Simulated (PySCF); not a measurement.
# MnH₃⁻: relaxation and vibrations of the quartet

Aim: relax MnH₃⁻ as a quartet from a hand-made T-shaped geometry, check by its vibrations whether the end is a minimum, and collect its spectrum and constants.

Computed with PySCF 2.14.0. Level: PBE0, basis Mn def2-TZVPD, H def2-TZVPD, no relativity, density fitting.

### Step 1. The system as given

4 atoms, charge -1, spin multiplicity 4.

Bond lengths: Mn1–H2 1.510 Å, Mn1–H3 1.510 Å, Mn1–H4 1.510 Å. Angles: H2–Mn1–H3 88.0°, H2–Mn1–H4 88.0°, H3–Mn1–H4 176.0°.

```xyz
4
charge -1 multiplicity 4
Mn    0.0000    0.0000   -0.0281
H     0.0000    0.0000    1.4819
H     1.5091    0.0000    0.0246
H    -1.5091    0.0000    0.0246
```

### Step 2. Relaxing the quartet from the T-shaped start

The steps below are one call of a driver around PySCF. For each, scf.py gives the equivalent set-up of the SCF; relaxations use the driver's own optimiser. Before each start the driver seeks the lowest SCF state from one or more starting densities and follows internal instabilities, so scf.py alone need not reach the same state.

The program finds C2v symmetry in the start, which this walk keeps. Threshold on the gradient: 0.0003 Eh/bohr, with a further test on the energy change.

Input file scf.py:

```python
from pyscf import gto, scf, dft
mol = gto.M(atom='''
Mn     0.000000     0.000000    -0.028088
H      0.000000     0.000000     1.481912
H      1.509100    -0.000000     0.024612
H     -1.509100     0.000000     0.024612''',
    basis={'Mn': 'def2-TZVPD', 'H': 'def2-TZVPD'},
    charge=-1, spin=3)
mf = dft.UKS(mol, xc='PBE0')
mf.grids.atom_grid = (50, 194)
aux = {'Mn': 'def2-universal-JKFIT', 'H': 'def2-universal-JKFIT'}
mf = mf.density_fit(auxbasis=aux)
mf.kernel()
```

The runs that follow: Frequencies.

Q: Predict the outcome of this session. Wanted: minimum; geometry; wavenumbers; dipole moment; highest occupied, lowest empty level; polar-tensor charge of Mn1; zero-point energy; ⟨S²⟩.

As calculated:

| quantity | value |
| --- | --- |
| minimum | broken-symmetry (Ms = 3/2), C2v |
| geometry | Mn–H 1.659 Å, Mn–H 1.670 Å (×2); H–Mn–H 93.0° (×2), H–Mn–H 174.1° |
| wavenumbers (cm⁻¹) | 304 (b2), 391 (a1), 507 (b1), 1452 (b2), 1480 (a1), 1631 (a1) |
| dipole moment (centre of mass) | 0.55 D |
| highest occupied, lowest empty level (either spin) | 0.93, 2.60 eV |
| polar-tensor charge of Mn1 | -0.14 e |
| zero-point energy | 34.5 kJ/mol |
| entropy at 298.15 K | 246.8 J/(mol K) |
| ⟨S²⟩ | 4.655 |

What this shows: The molecule stays C2v, as typed, and the end point is a minimum. The determinant is spin-contaminated (⟨S²⟩ = 4.65 against 3.75), so it is no pure spin state. The strongest infrared band lies at 1452 cm⁻¹ (b2, stretch). Only this shape and spin were tried, so other structures or states may lie lower. The highest occupied level lies above zero: either self-interaction error lifts it or the extra electron is not bound, and the basis holds it in place. Open d and f shells are described by one determinant, and the ground state may have another occupation or spin.
